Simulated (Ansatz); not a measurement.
# Y: the cost of one run

Program: Ansatz 0.2.0, driven from Python. Level of theory: DFT PBEsol, plane waves, PAW. These are calculated values, not measurements.

## (1) Starting point

Y P6_3/mmc: It takes space group P6_3/mmc (No. 194, hexagonal). The conventional cell has a = 3.647 Å, b = 3.647 Å, c = 5.731 Å, α = 90.00°, β = 90.00°, γ = 120.00°. Y (site symmetry -6m2) has 12 Y at 3.56 to 3.65 Å as nearest neighbours.

La P6_3/mmc: Symmetry: P6_3/mmc, No. 194, hexagonal system. The conventional cell has a = 3.750 Å, b = 3.750 Å, c = 6.070 Å, α = 90.00°, β = 90.00°, γ = 120.00°. Around La (site symmetry -6m2) lie 12 La at 3.73 to 3.75 Å.

Lu P6_3/mmc: Symmetry: P6_3/mmc, No. 194, hexagonal system. Conventional cell: a = 3.503 Å, b = 3.503 Å, c = 5.551 Å, α = 90.00°, β = 90.00°, γ = 120.00°. Around Lu (site symmetry -6m2) lie 12 Lu at 3.43 to 3.50 Å.

No structure file is read: the coordinates are typed or built in the script.

## (2) The script

y.py reads:

```python
"""Trends along isostructural compounds in space group P6_3/mmc, after relaxing atoms and volume at fixed cell shape."""

from dataclasses import dataclass
import warnings

import ansatz
import numpy as np


@dataclass(frozen=True)
class RunConfig:
    functional: str = "pbesol"
    n_empty: int = 4
    cutoff_ev: int = 500
    kspacing: float = 0.3
    filling: str = "cold"
    sigma: float = 0.05


opts = RunConfig()

PHASES = {
    "Y": (
        [(3.6474, 0.0, 0.0), (-1.8237, 3.158741, 0.0), (0.0, 0.0, 5.7306)],
        [
            ("Y", (1 / 3, 2 / 3, 0.25)),
            ("Y", (2 / 3, 1 / 3, 0.75)),
        ],
    ),
    "La": (
        [(3.75, 0.0, 0.0), (-1.875, 3.247595, 0.0), (0.0, 0.0, 6.07)],
        [
            ("La", (1 / 3, 2 / 3, 0.25)),
            ("La", (2 / 3, 1 / 3, 0.75)),
        ],
    ),
    "Lu": (
        [(3.5031, 0.0, 0.0), (-1.75155, 3.033774, 0.0), (0.0, 0.0, 5.5509)],
        [
            ("Lu", (1 / 3, 2 / 3, 0.25)),
            ("Lu", (2 / 3, 1 / 3, 0.75)),
        ],
    ),
}


def build(vectors, sites):
    crystal = ansatz.Crystal(lattice=ansatz.Lattice.of(vectors))
    for symbol, position in sites:
        crystal = crystal.atom(symbol, position)
    return crystal


def solve(name, crystal, relax=True):
    calc = (
        crystal.calculation()
        .functional(opts.functional)
        .accuracy("low")
        .scf(extra_bands=opts.n_empty)
        .basis(opts.cutoff_ev)
        .kpoints(spacing=opts.kspacing)
        .occupations(opts.filling, width=opts.sigma)
        .stress()
        .band_table()
    )
    if relax:
        calc = calc.relax(force_tolerance=0.01, max_steps=60, fix_cell=["shape"])
    return calc.run(threads=1)

def bulk_modulus(name, outcome, step=0.02):
    # B = -V dP/dV from the pressures of two uniformly scaled cells, atoms held at their fractions
    pressure = []
    for factor in (1 - step, 1.0, 1 + step):
        cell = ansatz.Crystal(lattice=ansatz.Lattice.of(outcome.lattice.cell_ang * factor ** (1 / 3)))
        for site in outcome.report["lattice"]["sites"]:
            cell = cell.atom(site["symbol"], site["position_frac"])
        pressure.append(np.trace(solve(name, cell, relax=False).report["stress_gpa"]) / 3)
    slope, bend = (pressure[0] - pressure[2]) / (2 * step), abs(pressure[0] + pressure[2] - 2 * pressure[1])
    # a jump of mesh or basis between the cells shows as a kink: no modulus then
    return float(slope) if bend < 12 * step**2 * abs(slope) + 0.15 and abs(pressure[1]) < 1.5 else float("nan")


def volume_per_atom(outcome):
    return abs(np.linalg.det(outcome.lattice.cell_ang)) / len(outcome.lattice.sites)

warnings.simplefilter("ignore")

phases = {name: build(*cell) for name, cell in PHASES.items()}

done = {name: solve(name, crystal) for name, crystal in phases.items()}

rows = [(name, volume_per_atom(o), bulk_modulus(name, o)) for name, o in done.items()]
print("  compound  V (A^3/atom)     B (GPa)")
for row in rows:
    print(f"{str(row[0]):>10}  {row[1]:12.3f}  {row[2]:10.0f}")
```

## (3) What the engine is handed

The package turns the script's settings into the engine's input (first run):

```yaml
crystal:
  lattice:
    - [3.6474, 0.0, 0.0]
    - [-1.8237, 3.158741, 0.0]
    - [0.0, 0.0, 5.7306]
  atoms:
    - { symbol: "Y", position: [0.3333333333333333, 0.6666666666666666, 0.25] }
    - { symbol: "Y", position: [0.6666666666666666, 0.3333333333333333, 0.75] }
accuracy: low
basis:
  ecutwfc: 500.0
kpoints:
  mp_grid:
    kspacing: 0.3
hamiltonian:
  xc: pbesol
scf:
  n_extra_bands: 4
  occupations:
    method: cold
    width: 0.05
relax:
  f_tol: 0.01
  max_steps: 60
  cell:
    fix: [shape]
output:
  stress: true
  eigenvalues: true
```

## (4) The run

Launch:

```sh
python y.py
```

What time and memory should one allow on 1 thread of AMD EPYC, shared host?

About 1.9 min, with a peak of 0.49 GiB.
